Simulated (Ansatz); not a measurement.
Relaxation of a periodic cell of 17 atoms, Mg8HO8 (host MgO, host structure Fm-3m, interstitial H), cell charge +1, to a largest force component of 0.03 eV/Å in at most 60 steps.

Level of theory: Ansatz 0.2.0, DFT LDA, scalar-relativistic, plane waves, PAW. Settings: PAW set soft_1, cutoff 420 eV, k mesh 2x2x2, fermi-dirac smearing 0.02 eV, no spin polarisation.

```xyz
17
Lattice="0.0000 4.2993 4.2993 4.2993 0.0000 4.2993 4.2993 4.2993 0.0000" Properties=species:S:1:pos:R:3
Mg 0.000 0.000 0.000
O 2.150 2.150 2.150
Mg 2.150 2.150 0.000
O 4.299 4.299 2.150
Mg 2.150 0.000 2.150
O 4.299 2.150 4.299
Mg 4.299 2.150 2.150
O 6.449 4.299 4.299
Mg 0.000 2.150 2.150
O 2.150 4.299 4.299
Mg 2.150 4.299 2.150
O 4.299 6.449 4.299
Mg 2.150 2.150 4.299
O 4.299 4.299 6.449
Mg 4.299 4.299 4.299
O 6.449 6.449 6.449
H 3.176 1.024 5.381
```

Question: Where does it end, and by what steps?

Answer: The run converged. The force dipped under the threshold on the way, but the program's further checks kept it going. Limits of this set-up: coarse k mesh, PAW files made for another functional, charged cell in a uniform background, uncorrected. After 10 steps the energy has fallen by 2.144 eV; H17 moved furthest, 0.81 Å. Parted: Mg9–H17. Joined: O8–H17.

| step | energy less start (eV) | largest force component (eV/Å) | accepted |
| --- | --- | --- | --- |
| 0 | 0.0000 | 1.608 | yes |
| 1 | -0.6865 | 0.394 | yes |
| 2 | -0.7789 | 0.285 | yes |
| 3 | -0.8668 | 0.590 | yes |
| 4 | -1.1569 | 1.224 | yes |
| 5 | -1.7858 | 1.662 | yes |
| 6 | -2.0919 | 0.584 | yes |
| 7 | -2.1325 | 0.542 | yes |
| 8 | -2.1429 | 0.147 | yes |
| 9 | -2.1439 | 0.004 | yes |
| 10 | -2.1439 | 0.004 | yes |

```xyz
17
Lattice="0.0000 4.2993 4.2993 4.2993 0.0000 4.2993 4.2993 4.2993 0.0000" Properties=species:S:1:pos:R:3
Mg 0.179 -0.011 -0.008
O 2.168 2.187 2.190
Mg 2.197 2.143 0.051
O 4.298 4.322 2.151
Mg 2.197 0.047 2.147
O 4.298 2.148 4.325
Mg 4.330 2.180 2.184
O 6.454 4.304 4.307
Mg 0.005 2.155 2.158
O 2.201 4.350 4.354
Mg 2.139 4.288 2.332
O 4.337 6.486 4.321
Mg 2.139 2.328 4.292
O 4.337 4.317 6.489
Mg 4.293 4.347 4.350
O 6.472 6.447 6.451
H 2.725 0.576 4.879
```

Whether the end is a true minimum wasn't checked by a vibrational analysis.

Time of the run: 34 s on 1 thread of Intel(R) Xeon(R) Platinum 8488C (Sapphire Rapids), on a shared host, peak memory 0.49 GiB.
